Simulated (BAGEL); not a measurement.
# triplet SiNH4O2F: levels of theory compared

We compute a comparison of 3 runs (UHF/3-21G, ROHF/6-31G*, ROHF/cc-pVDZ) of triplet SiNH4O2F. 

Program for the calculation: BAGEL 1.2.2.

**1. Starting point**

SiNH4O2F has 9 atoms, charge 0, and is taken as a triplet. SMILES of the parent species: `N[Si](O)(O)F`. Geometry: relaxed at PBE0-D4/def2-TZVP. This is one conformer, not always the lowest. That shape belongs to the parent species and isn't relaxed for this state.

Bond lengths: N1–Si2 1.687 Å, Si2–O3 1.629 Å, Si2–O4 1.629 Å, Si2–F5 1.593 Å, N1–H6 1.005 Å, N1–H7 1.006 Å, O3–H8 0.958 Å, O4–H9 0.958 Å. Some angles: N1–Si2–O3 105.4°, N1–Si2–O4 110.7°, N1–Si2–F5 115.6°, O3–Si2–O4 115.7°, O3–Si2–F5 107.5°, O4–Si2–F5 102.2°, Si2–N1–H6 121.5°, Si2–N1–H7 120.8°, Si2–O3–H8 117.1°, Si2–O4–H9 116.2°.

**2. The energy at UHF/3-21G (density fitting with qzvpp-jkfit) (run 1)**

input.json reads:

```json
{ "bagel" : [

{
  "title" : "molecule",
  "basis" : "3-21g",
  "df_basis" : "qzvpp-jkfit",
  "angstrom" : true,
  "geometry" : [
    { "atom" : "N", "xyz" : [      -0.604600,       0.416500,      -1.168500 ] },
    { "atom" : "Si", "xyz" : [       0.279400,       0.083100,       0.229100 ] },
    { "atom" : "O", "xyz" : [       0.807700,      -1.448100,       0.051700 ] },
    { "atom" : "O", "xyz" : [      -0.615900,       0.372400,       1.559000 ] },
    { "atom" : "F", "xyz" : [       1.555000,       1.005700,       0.473300 ] },
    { "atom" : "H", "xyz" : [      -1.149100,       1.257000,      -1.257600 ] },
    { "atom" : "H", "xyz" : [      -0.316200,       0.050400,      -2.059800 ] },
    { "atom" : "H", "xyz" : [       1.589200,      -1.699800,       0.545000 ] },
    { "atom" : "H", "xyz" : [      -1.456800,      -0.083500,       1.610700 ] }
  ]
},

{
  "title" : "uhf",
  "nopen" : 2
},

{
  "title" : "print",
  "file" : "orbitals.molden",
  "orbitals" : true
}

]}
```

The run is started by

```console
$ BAGEL_NUM_THREADS=1 BAGEL input.json > input.out
```

Standard output:

```text
* using 1 threads per process

  ===============================================================
  ===============================================================

  *** Geometry ***

  { "atom" : "N", "xyz" : [     -1.142528,      0.787071,     -2.208145 ] },
  { "atom" : "Si", "xyz" : [      0.527989,      0.157036,      0.432936 ] },
  { "atom" : "O", "xyz" : [      1.526332,     -2.736512,      0.097699 ] },
[... 5 lines of this table left out ...]
  { "atom" : "H", "xyz" : [     -2.752953,     -0.157792,      3.043782 ] },

  Number of auxiliary basis functions:      508

  Since a DF basis is specified, we compute 2- and 3-index integrals:
    o Being stored without compression. Storage requirement is 0.013 GB

  Number of basis functions:       57
  Number of electrons      :       50

    * METHOD: MOLECULE                             0.20

  *** Open-shell HF ***

  === Nuclear Repulsion ===
   268.0707843264

      * DIIS with orbital gradients will be used.

  === UHF iteration (3-21g) ===
      0       -591.29880093          0.06274229           0.09
      1       -591.50350092          0.03833685           0.09
      2       -591.56549348          0.02221967           0.09
[... 23 lines of this table left out ...]
     26       -591.59992331          0.00000001           0.09
    * SCF iteration converged.

    * S^2 (UHF) is 2.0040

    * Permanent dipole moment:
           (    0.486952,     0.716024,     0.234901) a.u.

    * METHOD: UHF                                  2.50

    * METHOD: PRINT                                0.01

  ===============================================================
```

It took 2.9 s on 1 thread of Arm Neoverse V1, shared host; peak memory 0.093 GiB.

**3. A single-point energy at ROHF/6-31G(d) (density fitting with qzvpp-jkfit, spherical functions) (run 2)**

job.json reads:

```json
{ "bagel" : [

{
  "title" : "molecule",
  "basis" : "6-31gs.json",
  "df_basis" : "qzvpp-jkfit",
  "angstrom" : "true",
  "geometry" : [
    { "atom" : "N", "xyz" : [      -0.604600,       0.416500,      -1.168500 ] },
    { "atom" : "Si", "xyz" : [       0.279400,       0.083100,       0.229100 ] },
    { "atom" : "O", "xyz" : [       0.807700,      -1.448100,       0.051700 ] },
    { "atom" : "O", "xyz" : [      -0.615900,       0.372400,       1.559000 ] },
    { "atom" : "F", "xyz" : [       1.555000,       1.005700,       0.473300 ] },
    { "atom" : "H", "xyz" : [      -1.149100,       1.257000,      -1.257600 ] },
    { "atom" : "H", "xyz" : [      -0.316200,       0.050400,      -2.059800 ] },
    { "atom" : "H", "xyz" : [       1.589200,      -1.699800,       0.545000 ] },
    { "atom" : "H", "xyz" : [      -1.456800,      -0.083500,       1.610700 ] }
  ]
},

{
  "title" : "rohf",
  "nopen" : 2
},

{
  "title" : "print",
  "file" : "orbitals.molden",
  "orbitals" : "true"
}

]}
```

The basis set 6-31G* is read from a file made from the Basis Set Exchange's data (not shown).

The run is started by

```console
$ BAGEL_NUM_THREADS=1 BAGEL job.json > job.out
```

Standard output:

```text
* using 1 threads per process

  ===============================================================
  ===============================================================

  *** Geometry ***

  { "atom" : "N", "xyz" : [     -1.142528,      0.787071,     -2.208145 ] },
  { "atom" : "Si", "xyz" : [      0.527989,      0.157036,      0.432936 ] },
  { "atom" : "O", "xyz" : [      1.526332,     -2.736512,      0.097699 ] },
[... 5 lines of this table left out ...]
  { "atom" : "H", "xyz" : [     -2.752953,     -0.157792,      3.043782 ] },

  Number of auxiliary basis functions:      508

  Since a DF basis is specified, we compute 2- and 3-index integrals:
    o Being stored without compression. Storage requirement is 0.027 GB

  Number of basis functions:       82
  Number of electrons      :       50

    * METHOD: MOLECULE                             0.28

  *** Open-shell HF ***

  === Nuclear Repulsion ===
   268.0707843264

      * DIIS with orbital gradients will be used.

  === ROHF iteration (6-31gs.json) ===
      0       -594.37129811          0.05236239           0.14
      1       -594.62386824          0.03484278           0.14
      2       -594.72000892          0.02168326           0.14
[... 22 lines of this table left out ...]
     25       -594.78684333          0.00000000           0.14
    * SCF iteration converged.

    * S^2 (ROHF) is 2.0000

    * Permanent dipole moment:
           (    0.314350,     0.746984,     0.015183) a.u.

    * METHOD: ROHF                                 3.81

    * METHOD: PRINT                                0.02

  ===============================================================
```

Run time: 4.5 s. Hardware: 1 thread of Arm Neoverse V1, shared host; peak memory 0.12 GiB.

**4. The energy at ROHF/cc-pVDZ (density fitting with qzvpp-jkfit) (run 3)**

hf.json reads:

```json
{ "bagel" : [

{
  "title" : "molecule",
  "basis" : "cc-pvdz.json",
  "df_basis" : "qzvpp-jkfit",
  "angstrom" : true,
  "geometry" : [
    { "atom" : "N", "xyz" : [   -0.604600,    0.416500,   -1.168500 ] },
    { "atom" : "Si", "xyz" : [    0.279400,    0.083100,    0.229100 ] },
    { "atom" : "O", "xyz" : [    0.807700,   -1.448100,    0.051700 ] },
    { "atom" : "O", "xyz" : [   -0.615900,    0.372400,    1.559000 ] },
    { "atom" : "F", "xyz" : [    1.555000,    1.005700,    0.473300 ] },
    { "atom" : "H", "xyz" : [   -1.149100,    1.257000,   -1.257600 ] },
    { "atom" : "H", "xyz" : [   -0.316200,    0.050400,   -2.059800 ] },
    { "atom" : "H", "xyz" : [    1.589200,   -1.699800,    0.545000 ] },
    { "atom" : "H", "xyz" : [   -1.456800,   -0.083500,    1.610700 ] }
  ]
},
{ "title" : "rohf", "charge" : 0, "nopen" : 2 },
{ "title" : "print", "file" : "orbitals.molden", "orbitals" : true }

]}
```

The basis set cc-pVDZ is read from a file made from the Basis Set Exchange's data (not shown).

The run is started by

```console
$ BAGEL_NUM_THREADS=1 BAGEL hf.json > hf.out
```

Standard output:

```text
* using 1 threads per process

  ===============================================================
  ===============================================================

  *** Geometry ***

  { "atom" : "N", "xyz" : [     -1.142528,      0.787071,     -2.208145 ] },
  { "atom" : "Si", "xyz" : [      0.527989,      0.157036,      0.432936 ] },
  { "atom" : "O", "xyz" : [      1.526332,     -2.736512,      0.097699 ] },
[... 5 lines of this table left out ...]
  { "atom" : "H", "xyz" : [     -2.752953,     -0.157792,      3.043782 ] },

  Number of auxiliary basis functions:      508

  Since a DF basis is specified, we compute 2- and 3-index integrals:
    o Being stored without compression. Storage requirement is 0.036 GB

  Number of basis functions:       94
  Number of electrons      :       50

    * METHOD: MOLECULE                             0.29

  *** Open-shell HF ***

  === Nuclear Repulsion ===
   268.0707843264

      * DIIS with orbital gradients will be used.

  === ROHF iteration (cc-pvdz.json) ===
      0       -594.34425229          0.03742010           0.17
      1       -594.64121615          0.02748638           0.17
      2       -594.75306045          0.01573827           0.16
[... 20 lines of this table left out ...]
     23       -594.82844351          0.00000001           0.16
    * SCF iteration converged.

    * S^2 (ROHF) is 2.0000

    * Permanent dipole moment:
           (    0.134403,     0.961615,    -0.425060) a.u.

    * METHOD: ROHF                                 4.19

    * METHOD: PRINT                                0.02

  ===============================================================
```

Run time: 4.8 s. Hardware: 1 thread of Arm Neoverse V1, shared host; peak memory 0.14 GiB.

**5. All runs side by side**

```tsv
run	level	energy (Eh)	dipole moment (D)	⟨S²⟩	wall time
1	UHF/3-21G (density fitting with qzvpp-jkfit)	-591.599923	2.28	2.004	2.9 s
2	ROHF/6-31G* (density fitting with qzvpp-jkfit, spherical functions)	-594.786843	2.06	2.000	4.5 s
3	ROHF/cc-pVDZ (density fitting with qzvpp-jkfit)	-594.828444	2.69	2.000	4.8 s
```

**6. What came out**

| quantity | value |
| --- | --- |
| run 3: total energy | -594.82844 Eh |
| run 3: dipole moment | 2.69 D |
| run 3: ⟨S²⟩ | 2.000 |

The dipole moment (its size) runs from 2.06 D (ROHF/6-31G*) to 2.69 D (ROHF/cc-pVDZ). All runs together took 12 s, the longest 4.8 s.
